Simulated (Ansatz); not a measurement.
# Ga2HO+ (triplet): from Hartree-Fock to the top rungs, cc-pVDZ

The task here is to estimate one member of a computed series from the others.

Program: Ansatz 0.2.0, Gaussian basis. Level of theory: cc-pVDZ, core rule «outside noble gas», up to 29 orbitals frozen. These are calculated values, not measurements.

To be run: UHF; CCSD(T) on ROHF; CCSD(T) on UHF; BCCD(T) on ROHF; CISD; CCSDT(Q) on ROHF; CCSDT(Q) on UHF; CASSCF and MRCISD+Q, 10 electrons in 10 orbitals; CASSCF and NEVPT2, 10 electrons in 10 orbitals.

18 further runs of the same task are left out: 7 that didn't finish, 11 set aside as unsound or not needed.

## The system

The geometry is a PBE0/def2-TZVP stationary point (not a proven minimum) of the parent state, kept for this charge and spin. No spin-orbit coupling is included. The filled d shell of Ga may be among the frozen orbitals whatever the setting's name suggests; the logs give the count.

4 atoms, charge 1, spin multiplicity 3.

Atoms are counted from 1 here; the program's logs count them from 0.

Bond lengths: Ga1–Ga2 2.692 Å, Ga2–O3 1.757 Å, O3–H4 0.952 Å. Angles: Ga1–Ga2–O3 180.0°, Ga2–O3–H4 180.0°.

Set-up of the first run:

in.yaml

```yaml
crystal:
  periodic: [false, false, false]
  atoms:
    - {symbol: Ga, position_ang: [0.000000, 0.000000, -3.135100]}
    - {symbol: Ga, position_ang: [0.000000, 0.000000, -0.443400]}
    - {symbol: O, position_ang: [0.000000, 0.000000, 1.313400]}
    - {symbol: H, position_ang: [0.000000, 0.000000, 2.265100]}
basis:
  gaussian: {orbitals: cc-pVDZ}
total_charge: 1
magnetization: {spin_polarized: true, initial_magnetization: 2}
hamiltonian: {xc: hf}
output: {orbitals: {seedname: orbitals}}
```

Launch:

```sh
$ ansatz run in.yaml --threads 1 --pin off --events-out ev --progress --plain --max-ram 2393MiB
```

Among the steps run: UHF; CCSD(T) on ROHF; CCSD(T) on UHF; BCCD(T) on ROHF; CISD; CCSDT(Q) on ROHF; CCSDT(Q) on UHF; CASSCF and MRCISD+Q, 10 electrons in 10 orbitals; CASSCF and NEVPT2, 10 electrons in 10 orbitals.

One of the session's tables, all rows but one given; the rest of the session is left out.

| method | from UCCSDT(Q) (kcal/mol) |
| --- | --- |
| ROHF | +181.23 |
| UHF | +178.54 |
| RMP2 | +20.25 |
| UMP2 | +19.24 |
| RCCSD | +7.11 |
| UCCSD | +6.68 |
| RCCSD(T) | +1.79 |
| UCCSD(T) | +1.49 |
| BCCD(T) | +1.60 |
| RCCSDT | +0.95 |
| UCCSDT | ? |
| RCCSDT(Q) | +0.42 |
| UCCSDT(Q) | 0 |
| CASSCF frontier | +96.83 |
| NEVPT2 frontier | +29.47 |
| MRCISD frontier | +10.58 |
| MRCISD+Q frontier | +3.65 |

**Question.** Estimate the row for UCCSDT.

As computed: from UCCSDT(Q) (kcal/mol): +0.68. In the column «from UCCSDT(Q) (kcal/mol)» it lies between RCCSDT(Q) (+0.42) and RCCSDT (+0.95).

Not comparable, so not listed: CISD (they don't share determinant, frozen orbitals or solution with the rows shown, or repeat one).

Caveats from the session: Restricted and unrestricted rows rest on different reference determinants; where their highest levels disagree by more than a few hundredths of an eV, they describe different states and don't form one ladder.
